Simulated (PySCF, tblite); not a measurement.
# CH7F3O2Si3: geometry, infrared bands and NMR shifts

Aim: predict the infrared bands and NMR shifts of CH7F3O2Si3 (`FC(F)(F)[SiH2]O[SiH2]O[SiH3]`).

The runs use tblite 0.8.0 and PySCF 2.14.0, with density-fitted response routines of our own; the level of theory stands in each step. All values are computed, except where a source is named. Atoms are numbered from 0 throughout.

### 1 The starting structure

16 atoms, charge 0, multiplicity 1; geometry from: force field or distance geometry start.

Bonds of the start (Å): F0–C1 1.35, C1–F2 1.34, C1–F3 1.36, C1–Si4 1.83, Si4–O5 1.68, O5–Si6 1.65, Si6–O7 1.65, O7–Si8 1.65, Si4–H9 1.49, Si4–H10 1.50, Si6–H11 1.48, Si6–H12 1.49, Si8–H13 1.48, Si8–H14 1.49, Si8–H15 1.48.

### 2 Relaxing the molecule with GFN2-xTB

What the job is given:

```
{"job": {"kind": "relax", "xc": "GFN2-xTB", "basis": "xTB"}, "charge": 0, "multiplicity": 1}
F      1.025700     0.448200     1.847100
C      2.043800     0.355700     0.960100
F      2.004700     1.441200     0.171200
F      3.191700     0.456800     1.687000
Si     1.981100    -1.217500     0.019600
O      0.608800    -1.454800    -0.916400
Si    -0.993600    -1.074700    -0.802700
O     -1.162800     0.552000    -0.580400
Si    -2.386600     1.638100    -0.384200
H      2.084400    -2.401700     0.916900
H      3.145200    -1.351700    -0.910200
H     -1.690300    -1.501300    -2.035500
H     -1.576600    -1.791700     0.370800
H     -3.167300     1.295000     0.824700
H     -3.289800     1.611800    -1.564900
H     -1.825900     3.003600    -0.228600
```

Command:

```
OMP_NUM_THREADS=1 python probes_run.py task.json out
```

One launch serves the whole session: the jobs run in the order shown.

**Question.** This job is followed by: GFN2-xTB harmonic vibrations, gas phase; GIAO PBE0/pcSseg-1 NMR shielding, non-relativistic, gas phase. What will the session give for the following? strongest single infrared mode (GFN2-xTB); zero-point energy (GFN2-xTB); 13C shifts against TMS (PBE0/pcSseg-1); 1H shifts against TMS (PBE0/pcSseg-1, means over atoms taken as alike); 19F shifts against CFCl3 (PBE0/pcSseg-1, means over atoms taken as alike); 29Si shifts against TMS (PBE0/pcSseg-1); 17O shifts against H2O (PBE0/pcSseg-1); surface potential, 1st and 99th percentile.

As calculated:

```
                                                                 quantity                    value
                                strongest single infrared mode (GFN2-xTB)    1098 cm⁻¹, 760 km/mol
                                             zero-point energy (GFN2-xTB)            49.6 kcal/mol
                                   13C shifts against TMS (PBE0/pcSseg-1)                138.3 ppm
   1H shifts against TMS (PBE0/pcSseg-1, means over atoms taken as alike)     5.26, 5.06, 5.02 ppm
19F shifts against CFCl3 (PBE0/pcSseg-1, means over atoms taken as alike)                -81.0 ppm
                                  29Si shifts against TMS (PBE0/pcSseg-1)  -38.1, -46.2, -48.8 ppm
                                   17O shifts against H2O (PBE0/pcSseg-1)           51.6, 41.9 ppm
                                    surface potential, 1st and 99th percentile       -0.67 V and 1.65 V
```

What this shows: Relaxing lowered the energy by 0.648 eV in 190 steps; the close pair that moved most is C1–Si4, from 1.834 to 1.947 Å. No mode is imaginary among the 42: a minimum at this level. The strongest single mode, at 1098 cm⁻¹, is carried by O5, O7, C1. GFN2-xTB is a fitted tight-binding method: band positions and strengths are rough. Its intensities can rank the bands wrongly. At PBE0/pcSseg-1: Shielding is most anisotropic at F0, F2, F3 (span 190 ppm, paramagnetic term -224 ppm).
